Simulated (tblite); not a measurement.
# C3H9BrO2Si2: the cost of one run

Computed with tblite 0.8.0 (tight binding) and PySCF 2.14.0 (DFT, with response routines of our own); each step states its level. Atoms count from 0 throughout.

## 1. The starting structure

17 atoms, charge 0, multiplicity 1; geometry from: MMFF94s geometry. This is the first candidate.

Bonds of the start (Å): C0–H10 1.11, C0–H8 1.10, C0–H9 1.09, C0–Si1 1.84, C5–H13 1.10, C5–H14 1.09, C5–H15 1.09, C6–H16 1.10, C6–O7 1.23, O3–Si4 1.67, Si1–Br2 2.23, Si1–H11 1.47, Si1–O3 1.66, Si4–C5 1.85, Si4–C6 1.89, Si4–H12 1.48.

## 2. GFN2-xTB relaxation, isomer A, conformer 1

The job: settings as JSON, then the geometry in Å.

```
{"job": {"xc": "GFN2-xTB", "basis": "xTB", "kind": "relax"}, "charge": 0, "multiplicity": 1}
C     -2.569700     0.172800    -1.026000
Si    -1.500800     1.320300    -0.067900
Br    -2.037000     1.175800     2.087200
O      0.122200     1.001100    -0.205500
Si     1.175000    -0.300100    -0.172100
C      1.103700    -1.234300     1.426500
C      2.946000     0.219100    -0.580700
O      3.856700    -0.583000    -0.400200
H     -2.457200    -0.865700    -0.697300
H     -2.341700     0.214700    -2.087600
H     -3.637200     0.440200    -0.917000
H     -1.727500     2.709200    -0.496500
H      0.683200    -1.215500    -1.232600
H      1.402600    -0.593100     2.264300
H      1.784500    -2.082700     1.411800
H      0.097300    -1.609100     1.635300
H      3.092900     1.242300    -0.951600
```

Started as:

```
> OMP_NUM_THREADS=1 python ens_run.py task.json out
```

This one command runs the whole study; its stages follow in the order run.

**Question.** How long does this first job take on 1 thread of Arm Neoverse V1, shared host?

About 2.5 s.
